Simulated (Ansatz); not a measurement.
# Mo3W2: the cost of one run

Method: DFT PBE, scalar-relativistic, plane waves, PAW, unless a step names another level, in Ansatz 0.2.0.

1 further run of the same task is left out (set aside as unsound or not needed). Runs told in other sessions of the task aren't counted.

## Step 1: Starting point

Symmetry: I4/mmm, No. 139, tetragonal system. Conventional cell: a = 3.170 Å, b = 3.170 Å, c = 15.853 Å, α = 90.00°, β = 90.00°, γ = 90.00°. Mo (site symmetry 4mm) is surrounded by 4 Mo at 2.74 Å and 4 W at 2.75 Å. Mo (site symmetry 4/mmm) is surrounded by 8 Mo at 2.74 Å. W (site symmetry 4mm) is surrounded by 4 Mo at 2.75 Å and 4 W at 2.75 Å.

Structure file:

```
CELL_PARAMETERS angstrom
-1.58502 1.58502 7.92641
1.58502 -1.58502 7.92641
1.58502 1.58502 -7.92641
ATOMIC_POSITIONS crystal
Mo 0.90054 0.90054 0.00000
Mo 0.50000 0.50000 0.00000
Mo 0.09946 0.09946 0.00000
W 0.69958 0.69958 0.00000
W 0.30042 0.30042 0.00000
```

It is the end of an earlier relaxation with the same method, from a generated guess; it needn't be the stable form of this composition. At a tolerance of 0.05 Å it has space group I4/mmm (No. 139); it has 15.93 Å³/atom, an uncorrected energy of +0.00 eV/atom over the elements.

## Step 2: Static run: bands, density of states and charges

Contents of input.yaml:

```yaml
crystal:
  lattice:
    - [-1.5850229107, 1.5850229107, 7.9264058657]
    - [1.5850229107, -1.5850229107, 7.9264058657]
    - [1.5850229107, 1.5850229107, -7.9264058657]
  atoms:
    - { symbol: Mo, position: [0.9005359779, 0.9005359779, 0.0] }
    - { symbol: Mo, position: [0.5, 0.5, 0.0] }
    - { symbol: Mo, position: [0.0994640221, 0.0994640221, 0.0] }
    - { symbol: W, position: [0.6995815594, 0.6995815594, 0.0] }
    - { symbol: W, position: [0.3004184406, 0.3004184406, 0.0] }
basis:
  ecutwfc: 420
kpoints:
  mp_grid: { grid: [16, 16, 16] }
  band_path:
    path:
      - [[0.0, 0.0, 0.0], [0.0, 0.0, 0.5], [0.25, 0.25, 0.25], [0.0, 0.5, 0.0], [0.0, 0.0, 0.0], [0.5, 0.5, -0.5], [0.25999674, 0.74000326, -0.25999674]]
      - [[-0.25999674, 0.25999674, 0.25999674], [0.0, 0.0, 0.0]]
      - [[0.0, 0.0, 0.5], [-0.01999348, 0.01999348, 0.5]]
      - [[0.5, 0.5, -0.01999348], [0.5, 0.5, -0.5]]
    npoints: 14
hamiltonian:
  xc: pbe
scf:
  occupations: { method: gaussian, width: 0.1 }
  n_extra_bands: 12
output:
  forces: true
  stress: true
  eigenvalues: true
  populations: true
  dos: { projected: true, de: 0.02, nscf_kmesh: { grid: [20, 20, 20] } }
  bader: true
  write_density: true
  write_potential: true
  elf: true
  volumetric_format: npy
```

Run with:

```console
ansatz run input.yaml --threads 4 --pin off --max-ram 8192MiB --backend cpu --events-out ev --progress --plain --runs-dir out
```

**Question.** How long does this run take on 4 threads of Intel Xeon Platinum 8375C at 2.90GHz (Ice Lake), shared host, and how much memory does it need?

About 61 s, with a peak of 1.7 GiB.
